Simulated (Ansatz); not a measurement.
# C₃H₉OTa: a ladder of functionals and wavefunction methods

One table from this session's results is given with a row withheld; the runs are named, their logs left out.

Computed with Ansatz 0.2.0, Gaussian basis. Level: functionals in def2-TZVPP, the program's frozen cores in correlated methods.

The runs, in order: LDA (SPW92), PBE-D4, revPBE-D4, BLYP-D4, r2SCAN-D4, B97M-V, PBE0-D4, B3LYP-D4, r2SCANh-D4, r2SCAN0-D4, HSE06-D4, BHLYP-D4, CAM-B3LYP-D4, LC-ωPBE, ωB97X-V, ωB97M-V, B2PLYP, PBE-QIDH; CCSD(T)/def2-SVP; CCSD(T)/def2-TZVPP; MP2/def2-QZVPP; extrapolation to the limit; RPA on PBE.

1 further run of the same task is left out (for a known fault of the program). Runs told in other sessions of the task aren't counted.

### Structure used throughout

The geometry comes from an earlier relaxation with PBE0-D4 in a triple-zeta def2 set; it is a stationary point, not always the lowest conformer. Ta takes the def2 core potential; no spin-orbit term is included.

SMILES `[CH3][Ta]([CH3])([CH3])=[O]`, 14 atoms, charge 0, spin multiplicity 1.

Atoms are counted from 1 here; the program's logs count them from 0.

Bond lengths: C1–Ta2 2.158 Å, C1–H6 1.098 Å, C1–H7 1.099 Å, C1–H8 1.093 Å, Ta2–C3 2.159 Å, Ta2–C4 2.159 Å, Ta2–O5 1.712 Å, C3–H9 1.093 Å, C3–H10 1.098 Å, C3–H11 1.099 Å, C4–H12 1.098 Å, C4–H13 1.098 Å, C4–H14 1.093 Å. Angles: Ta2–C1–H6 110.7°, Ta2–C1–H7 108.8°, Ta2–C1–H8 113.8°, H6–C1–H7 107.4°, H6–C1–H8 108.6°, H7–C1–H8 107.3°, C1–Ta2–C3 111.9°, C1–Ta2–C4 111.9°, C1–Ta2–O5 107.1°, C3–Ta2–C4 111.8°, C3–Ta2–O5 107.0°, C4–Ta2–O5 106.9°, Ta2–C3–H9 113.6°, Ta2–C3–H10 110.8°, Ta2–C3–H11 108.9°, H9–C3–H10 108.6°, H9–C3–H11 107.3°, H10–C3–H11 107.5° and more.

The first run:

in.yaml

```yaml
crystal:
  periodic: [false, false, false]
  atoms:
    - {symbol: C, position_ang: [-1.821678, 0.936915, 0.296306]}
    - {symbol: Ta, position_ang: [0.146830, 0.324992, -0.343547]}
    - {symbol: C, position_ang: [1.579772, 0.415312, 1.268191]}
    - {symbol: C, position_ang: [0.118766, -1.618806, -1.281926]}
    - {symbol: O, position_ang: [0.659634, 1.445007, -1.532461]}
    - {symbol: H, position_ang: [-2.370669, 0.089544, 0.727207]}
    - {symbol: H, position_ang: [-1.717203, 1.695981, 1.083803]}
    - {symbol: H, position_ang: [-2.427737, 1.375466, -0.500044]}
    - {symbol: H, position_ang: [1.964037, 1.420797, 1.456761]}
    - {symbol: H, position_ang: [1.145053, 0.027282, 2.198431]}
    - {symbol: H, position_ang: [2.439273, -0.220373, 1.015144]}
    - {symbol: H, position_ang: [-0.814602, -1.727478, -1.850652]}
    - {symbol: H, position_ang: [0.141291, -2.416302, -0.528036]}
    - {symbol: H, position_ang: [0.944334, -1.777437, -1.980379]}
basis:
  gaussian: {orbitals: def2-TZVPP}
hamiltonian: {xc: lda}
output: {orbitals: {seedname: orbitals}}
```

The run is started by

```
ansatz run in.yaml --threads 4 --pin off --events-out ev --progress --plain --max-ram 11315MiB
```

Steps of the session up to this table: LDA; PBE-D4 (GGA); revPBE-D4 (GGA); BLYP-D4 (GGA); r2SCAN-D4 (meta-GGA); B97M-V (meta-GGA); B3LYP-D4 (hybrid); r2SCANh-D4 (hybrid); r2SCAN0-D4 (hybrid); HSE06-D4 (hybrid); BHLYP-D4 (hybrid); CAM-B3LYP-D4 (range-separated); LC-ωPBE (range-separated); ωB97X-V (range-separated); ωB97M-V (range-separated); B2PLYP (double hybrid); PBE-QIDH (double hybrid).

One table of the session follows, with a row left open; its other results are not shown here.

It belongs to the step «Orbital energies across the functionals». 

```
  functional  HOMO (eV)  gap (eV)
 LDA (SPW92)      -6.86      4.51
      PBE-D4      -6.72      4.62
   revPBE-D4      -6.67      4.67
     BLYP-D4      -6.61      4.59
   r2SCAN-D4      -7.02      5.13
      B97M-V      -7.11      5.20
     PBE0-D4      -8.09      6.87
    B3LYP-D4      -7.86      6.39
  r2SCANh-D4      -7.52      5.95
  r2SCAN0-D4      -8.29      7.20
    HSE06-D4      -7.68      6.09
    BHLYP-D4      -9.37      9.13
CAM-B3LYP-D4      -9.53      9.38
     LC-ωPBE     -10.94     12.01
     ωB97X-V          ?         ?
     ωB97M-V     -10.45     11.25
```

Estimate the missing values for ωB97X-V.

**Answer.** HOMO (eV): -10.56; gap (eV): 11.51. In the column «HOMO (eV)» it lies between LC-ωPBE (-10.94) and ωB97M-V (-10.45).
